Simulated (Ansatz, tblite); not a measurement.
# The cluster Sn5Cl4+: competing shapes

An exercise on one series of results from a longer session: the logs are not shown, and one member is left open.

The runs use Ansatz 0.2.0, Gaussian basis; relaxed with PBE-D4/def2-SVP, doublet.

5 further runs of the same task are left out: 4 that didn't finish, 1 set aside as unsound or not needed.

## The system as given

9 atoms, charge 1, spin multiplicity 2.

Atoms are counted from 1 here; the program's logs count them from 0.

Bond lengths: Sn1–Sn2 3.035 Å, Sn1–Cl7 2.589 Å, Sn1–Cl8 2.553 Å, Sn2–Sn4 2.804 Å, Sn2–Sn5 3.035 Å, Sn3–Cl6 2.520 Å, Sn3–Cl7 2.519 Å, Sn3–Cl9 2.514 Å, Sn4–Cl9 2.560 Å, Sn5–Cl6 2.589 Å, Sn5–Cl8 2.554 Å. Angles: Sn2–Sn1–Cl7 95.4°, Sn2–Sn1–Cl8 84.7°, Cl7–Sn1–Cl8 90.0°, Sn1–Sn2–Sn4 117.2°, Sn1–Sn2–Sn5 83.4°, Sn4–Sn2–Sn5 117.2°, Cl6–Sn3–Cl7 90.8°, Cl6–Sn3–Cl9 92.3°, Cl7–Sn3–Cl9 92.5°, Sn2–Sn4–Cl9 98.9°, Sn2–Sn5–Cl6 95.2°, Sn2–Sn5–Cl8 84.7°, Cl6–Sn5–Cl8 89.9°, Sn3–Cl6–Sn5 136.2°, Sn1–Cl7–Sn3 136.0°, Sn1–Cl8–Sn5 104.5°, Sn3–Cl9–Sn4 137.8°.

Geometry (Å):

```xyz
9

Sn    2.0638    0.3704   -1.7035
Sn    0.4700   -2.0970   -0.9414
Sn   -1.6168    2.1035    0.7223
Sn   -2.2877   -2.0507   -1.4470
Sn    1.3768   -1.3887    1.8670
Cl   -0.3587    0.5020    2.2060
Cl    0.2548    2.0679   -0.9631
Cl    2.9370    0.2578    0.6929
Cl   -2.8392    0.2349   -0.4331
```

Sn takes a core potential in the def2 sets. No spin-orbit coupling is included. The ion is computed in the gas phase, without counter-ions or solvent.

A search from random starts with GFN2-xTB found 5 distinct shapes; 4 go on here. The structure above is candidate A, which lies 0.00 eV above the lowest at that level; B lies 0.56 eV above the lowest at that level; C lies 0.84 eV above the lowest at that level; D lies 3.46 eV above the lowest at that level.

The first run:

in.yaml reads:

```yaml
crystal:
  periodic: [false, false, false]
  atoms:
    - {symbol: Sn, position_ang: [2.063810, 0.370400, -1.703530]}
    - {symbol: Sn, position_ang: [0.469980, -2.096960, -0.941410]}
    - {symbol: Sn, position_ang: [-1.616850, 2.103460, 0.722270]}
    - {symbol: Sn, position_ang: [-2.287730, -2.050730, -1.447050]}
    - {symbol: Sn, position_ang: [1.376800, -1.388720, 1.867000]}
    - {symbol: Cl, position_ang: [-0.358650, 0.501960, 2.206020]}
    - {symbol: Cl, position_ang: [0.254840, 2.067920, -0.963060]}
    - {symbol: Cl, position_ang: [2.936970, 0.257790, 0.692910]}
    - {symbol: Cl, position_ang: [-2.839170, 0.234890, -0.433140]}
basis:
  gaussian: {orbitals: def2-SVP}
total_charge: 1
magnetization: {spin_polarized: true, initial_magnetization: 1}
hamiltonian: {xc: pbe, dispersion: d4}
scf: {lower_state_search: "off"}
output: {orbitals: {seedname: orbitals}}
relax: {f_tol: 0.03, max_steps: 70}
```

On the command line:

```bash
$ ansatz run in.yaml --threads 6 --pin off --events-out ev --progress --plain --max-ram 7833MiB
```

Among the steps run: Relaxing candidate A; Relaxing candidate B; Relaxing candidate C; Relaxing candidate D; Candidate A, PBE0-D4/def2-SVP; Candidate A, PBE-D4/def2-SVP; Candidate A, r2SCAN-D4/def2-SVP; Candidate A, PBE-QIDH/def2-SVP; Candidate A, MP2/def2-SVP; Candidate B, PBE0-D4/def2-SVP; Candidate B, PBE-D4/def2-SVP; Candidate B, r2SCAN-D4/def2-SVP; Candidate B, PBE-QIDH/def2-SVP; Candidate B, MP2/def2-SVP; Candidate D, PBE0-D4/def2-SVP; Candidate D, PBE-D4/def2-SVP; Candidate D, r2SCAN-D4/def2-SVP; Candidate D, PBE-QIDH/def2-SVP; Candidate D, MP2/def2-SVP.

One of the session's tables, all rows but one given; the rest of the session is left out.

It belongs to the step «D against C». 

| level | D above C (eV) |
| --- | --- |
| GFN1-xTB | +0.292 |
| GFN2-xTB | +1.579 |
| HF/def2-SVP | +0.719 |
| PBE-D4/def2-SVP | ? |
| r2SCAN-D4/def2-SVP | +0.518 |
| PBE0-D4/def2-SVP | +0.542 |
| PBE-QIDH/def2-SVP | +0.447 |
| MP2/def2-SVP | +0.357 |

Q: Estimate the row for PBE-D4/def2-SVP from the others.

**Answer.** D above C (eV): +0.520. In the column «D above C (eV)» it lies between r2SCAN-D4/def2-SVP (+0.518) and PBE0-D4/def2-SVP (+0.542).

Limits of these values: A random search of this size may have missed the true lowest shape. Only doublets are compared; another spin may lie lower and prefer another shape.
